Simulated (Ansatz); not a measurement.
# BH3Se2: basis-set convergence

One table from this session's results is given with a row withheld; the runs are named, their logs left out.

Computed with Ansatz 0.2.0, Gaussian basis. Level: one geometry, several basis sets.

The runs, in order: PBE0-D4/def2-SVP; ωB97M-V/def2-SVP; PBE0-D4/def2-QZVPP; ωB97M-V/def2-QZVPP; the functionals' def2-TZVPP values are taken from earlier runs.

### The relaxed structure

The geometry comes from an earlier relaxation with PBE0-D4 in a triple-zeta def2 set; it is a stationary point.

6 atoms, charge 0, spin multiplicity 1.

Atoms are counted from 1 here; the program's logs count them from 0.

Bond lengths: B1–Se2 2.041 Å, B1–Se3 2.139 Å, B1–H4 1.192 Å, B1–H5 1.192 Å, Se2–Se3 2.327 Å, Se3–H6 1.477 Å. Angles: Se2–B1–Se3 67.6°, Se2–B1–H4 115.9°, Se2–B1–H5 116.4°, Se3–B1–H4 108.2°, Se3–B1–H5 110.1°, H4–B1–H5 123.4°, B1–Se2–Se3 58.2°, B1–Se3–Se2 54.2°, B1–Se3–H6 96.9°, Se2–Se3–H6 98.3°.

The first run:

File in.yaml:

```yaml
crystal:
  periodic: [false, false, false]
  atoms:
    - {symbol: B, position_ang: [-0.355904, 0.212085, -0.679409]}
    - {symbol: Se, position_ang: [-0.219492, -1.741189, -0.104890]}
    - {symbol: Se, position_ang: [0.002868, 0.004075, 1.418866]}
    - {symbol: H, position_ang: [-1.459766, 0.635476, -0.829107]}
    - {symbol: H, position_ang: [0.603051, 0.676394, -1.214070]}
    - {symbol: H, position_ang: [1.471344, 0.149160, 1.362410]}
basis:
  gaussian: {orbitals: def2-SVP}
hamiltonian: {xc: pbe0, dispersion: d4}
output: {orbitals: {seedname: orbitals}}
```

Run with:

```
> ansatz run in.yaml --threads 2 --pin off --events-out ev --progress --plain --max-ram 4352MiB
```

Among the steps run: PBE0-D4 in def2-SVP; ωB97M-V in def2-SVP; PBE0-D4 in def2-QZVPP; ωB97M-V in def2-QZVPP.

One table of the session follows, with a row left open; its other results are not shown here.

It belongs to the step «Density functionals: the series». 

```
functional       basis  HOMO (eV)  LUMO (eV)
   PBE0-D4    def2-SVP      -6.67      -2.14
   PBE0-D4  def2-TZVPP          ?          ?
   PBE0-D4  def2-QZVPP      -6.79      -2.26
   ωB97M-V    def2-SVP      -8.81      -0.05
   ωB97M-V  def2-TZVPP      -8.94      -0.26
   ωB97M-V  def2-QZVPP      -8.95      -0.34
```

Estimate the missing values for PBE0-D4, def2-TZVPP.

The run gave: HOMO (eV): -6.77; LUMO (eV): -2.24. In the column «HOMO (eV)» it lies between PBE0-D4, def2-QZVPP (-6.79) and PBE0-D4, def2-SVP (-6.67).
